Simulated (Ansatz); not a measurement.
# Ge₂ (triplet): from Hartree-Fock to the top rungs at distance Ge1–Ge2 = 3.303 Å, cc-pVDZ

Aim: climb from Hartree-Fock through coupled cluster and multireference methods for Ge₂ (triplet) at one geometry and basis, and see what each rung misses.

The runs use Ansatz 0.2.0, Gaussian basis; cc-pVDZ, core rule «outside noble gas», up to 28 orbitals frozen.

The runs, in order: UHF; CCSD(T) on ROHF; CCSD(T) on UHF; BCCD(T) on ROHF; CISD; CCSDT(Q) on ROHF; CCSDTQ on ROHF; CCSDTQ on UHF; CASSCF and MRCISD+Q, 4 electrons in 4 orbitals; CASSCF and NEVPT2, 4 electrons in 4 orbitals; CASSCF and MRCISD+Q, 8 electrons in 8 orbitals; CASSCF and NEVPT2, 8 electrons in 8 orbitals; Full CI.

13 further runs of the same task are left out: 2 for a known fault of the program, 11 that didn't finish.

### Step 1. The system

The geometry derives from a PBE0/def2-TZVP stationary point (not a proven minimum). One bond is set to the value named and the two fragments are kept rigid. No spin-orbit coupling is included. The filled d shell of Ge may be among the frozen orbitals whatever the setting's name suggests; the logs give the count.

2 atoms, charge 0, spin multiplicity 3.

Atoms are counted from 1 here; the program's logs count them from 0.

No contacts short enough for the rule that draws bonds.

### Step 2. UHF

in.yaml reads:

```yaml
crystal:
  periodic: [false, false, false]
  atoms:
    - {symbol: Ge, position_ang: [0.000000, 0.000000, 0.000000]}
    - {symbol: Ge, position_ang: [0.000000, 0.000000, 3.303000]}
basis:
  gaussian: {orbitals: cc-pVDZ}
magnetization: {spin_polarized: true, initial_magnetization: 2}
hamiltonian: {xc: hf}
output: {orbitals: {seedname: orbitals}}
```

On the command line:

```sh
$ ansatz run in.yaml --threads 1 --pin off --events-out ev --progress --plain --max-ram 3968MiB --backend cpu
```

Further steps of the session: CCSD(T) on ROHF; CCSD(T) on UHF; BCCD(T) on ROHF; CISD; CCSDT(Q) on ROHF; CCSDTQ on ROHF; CCSDTQ on UHF; CASSCF and MRCISD+Q, 4 electrons in 4 orbitals; CASSCF and NEVPT2, 4 electrons in 4 orbitals; CASSCF and MRCISD+Q, 8 electrons in 8 orbitals; CASSCF and NEVPT2, 8 electrons in 8 orbitals; Full CI.

Q: Predict the results of all the runs planned. Wanted: FCI from the RHF energy; RMP2 from FCI; UMP2 from FCI; RCCSD from FCI; RCCSD(T) from FCI; UCCSD(T) from FCI; RCCSDT(Q) from FCI; NEVPT2 pair from FCI; MRCISD+Q pair from FCI.

The runs gave:

```
                         quantity                               value
          FCI from the ROHF energy                          -4.5464 eV
                    RMP2 from FCI                         +1104.8 meV
                    UMP2 from FCI                         +1116.1 meV
                   RCCSD from FCI                          +588.0 meV
                RCCSD(T) from FCI                          +198.8 meV
                UCCSD(T) from FCI                          +197.5 meV
               RCCSDT(Q) from FCI                           +55.2 meV
             NEVPT2 pair from FCI                         +1145.2 meV
           MRCISD+Q pair from FCI                          +163.0 meV
          NEVPT2 valence from FCI                          +650.1 meV
levels within 1 kcal/mol (43 meV)  RCCSDTQ, UCCSDTQ, MRCISD+Q valence
                    T1 diagnostic                               0.026
   effectively unpaired electrons                                2.44
```

**Reading.** RCCSD(T) misses by +198.8 meV, 4.4 % of the correlation energy. MRCISD+Q valence falls below full CI: the +Q correction isn't variational, and the cores differ from full CI's. The occupations show some static correlation. Of the multireference levels listed MRCISD+Q valence comes nearest in total energy (-28.7 meV), which doesn't show that its space is the better one. Coupled cluster took another determinant than the lowest Hartree-Fock one. These misses are within one basis, not against nature; the frozen cores of restricted and unrestricted runs differ, which can shift their rows.

Levels on UHF freeze UHF's core orbitals, full CI those of ROHF, so the U rows can settle a little off it for that reason alone.

With open shells the CI space here admits some triples and quadruples, so it is larger than plain CISD.
